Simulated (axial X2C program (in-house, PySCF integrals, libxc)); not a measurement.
**FZrF⁺: bond lengths and stretches, held linear**

Aim: the two bond lengths and stretching wavenumbers of linear FZrF⁺, with and without spin–orbit coupling, at PBE0, TPSSh.

The runs use an in-house X2C program for linear molecules on PySCF integrals; all-electron X2C, two-component (2c) or spin-free, F dyall-av3z, Zr dyall-v3z.

All values are calculated.

2 further runs of the same task are left out: 2 set aside as unsound or not needed.

## 1. Set-up

Contents of task.json:

```json
{"zs": [9, 40, 9], "q": 1, "bas": ["dyall-av3z", "dyall-v3z", "dyall-av3z"], "r0": [2.18, 2.18], "symm": 1, "scan": ["PBE0", "HF", "TPSSh"], "levels": ["PBE0", "HF", "TPSSh"], "nst": 2}
```

Keys: zs atomic numbers; q charge; bas basis sets; r0 starting distance in Å; symm equal bonds; scan levels of the two-bond scan; levels methods; nst determinants followed.

Launch:

```sh
> python solin.py task.json out
```

Masses F 18.998, Zr 89.905, F 18.998 u.

## 2. Scan at PBE0, 2c

State: Ω = 3/2 (beyond evenly filled blocks: ω = 3/2). Energies above the lowest point, from the job's result record:

| r(F–Zr) (Å) | r(Zr–F) (Å) | E (meV) |
| --- | --- | --- |
| 1.8349 | 1.8349 | 80.35 |
| 1.8349 | 1.8820 | 34.76 |
| 1.8349 | 1.9290 | 54.83 |
| 1.8820 | 1.8349 | 34.76 |
| 1.8820 | 1.8820 | 0.00 |
| 1.8820 | 1.9290 | 29.80 |
| 1.8820 | 1.9761 | 111.27 |
| 1.9290 | 1.8349 | 54.83 |
| 1.9290 | 1.8820 | 29.80 |
| 1.9290 | 1.9290 | 68.37 |
| 1.9761 | 1.8820 | 111.27 |
| 1.9761 | 1.9761 | 254.38 |

A quadratic surface with cubic terms in each bond gives the minimum at 1.882 and 1.882 Å, force constants 4.62, 4.62 and coupling 0.64 mdyn/Å.

## 3. Scan at TPSSh, 2c

State: Ω = 3/2 (beyond evenly filled blocks: ω = 3/2). Energies above the lowest point, from the job's result record:

| r(F–Zr) (Å) | r(Zr–F) (Å) | E (meV) |
| --- | --- | --- |
| 1.8349 | 1.8349 | 107.82 |
| 1.8349 | 1.8820 | 48.68 |
| 1.8349 | 1.9290 | 56.51 |
| 1.8820 | 1.8349 | 48.68 |
| 1.8820 | 1.8820 | 0.00 |
| 1.8820 | 1.9290 | 17.22 |
| 1.8820 | 1.9761 | 87.22 |
| 1.9290 | 1.8349 | 56.51 |
| 1.9290 | 1.8820 | 17.22 |
| 1.9290 | 1.9290 | 42.85 |
| 1.9761 | 1.8820 | 87.22 |
| 1.9761 | 1.9761 | 204.89 |

A quadratic surface with cubic terms in each bond gives the minimum at 1.891 and 1.891 Å, force constants 4.55, 4.55 and coupling 0.61 mdyn/Å.

## 4. Scan at PBE0, spin-free

State: M_S = 1/2, Λ = 2 (beyond evenly filled blocks: δ+α). Energies above the lowest point, from the job's result record:

| r(F–Zr) (Å) | r(Zr–F) (Å) | E (meV) |
| --- | --- | --- |
| 1.8349 | 1.8349 | 79.71 |
| 1.8349 | 1.8820 | 34.45 |
| 1.8349 | 1.9290 | 54.80 |
| 1.8820 | 1.8349 | 34.45 |
| 1.8820 | 1.8820 | 0.00 |
| 1.8820 | 1.9290 | 30.08 |
| 1.8820 | 1.9761 | 111.80 |
| 1.9290 | 1.8349 | 54.80 |
| 1.9290 | 1.8820 | 30.08 |
| 1.9290 | 1.9290 | 68.92 |
| 1.9761 | 1.8820 | 111.80 |
| 1.9761 | 1.9761 | 255.42 |

A quadratic surface with cubic terms in each bond gives the minimum at 1.882 and 1.882 Å, force constants 4.62, 4.62 and coupling 0.64 mdyn/Å.

## 5. The levels side by side

| level | r(F–Zr) (Å) | r(Zr–F) (Å) | lower stretch (cm⁻¹) | upper stretch (cm⁻¹) |
| --- | --- | --- | --- | --- |
| PBE0, 2c | 1.882 | 1.882 | 685.3 | 711.5 |
| TPSSh, 2c | 1.891 | 1.891 | 678.8 | 707.1 |
| PBE0, spin-free | 1.882 | 1.882 | 685.4 | 711.6 |
| TPSSh, spin-free | 1.891 | 1.891 | 678.9 | 707.3 |

Scans not shown above were run alike.

**Reading.** Over the levels the F–Zr bond spans 1.882 to 1.891 Å and the Zr–F bond 1.882 to 1.891 Å. At PBE0 spin–orbit coupling leaves both bonds unchanged to 0.001 Å. Each state is one determinant, the lowest of a limited PBE0 search; the stretches come from a fit to few points and are good to some per cent at best. The stretches are sorted by size, and where the two bonds are alike the symmetric and antisymmetric modes can swap order between levels. The molecule was held linear; bending was not examined, so a bent shape may lie lower. Note: functional without a current term on a determinant with orbital currents, of the molecule or an atom.
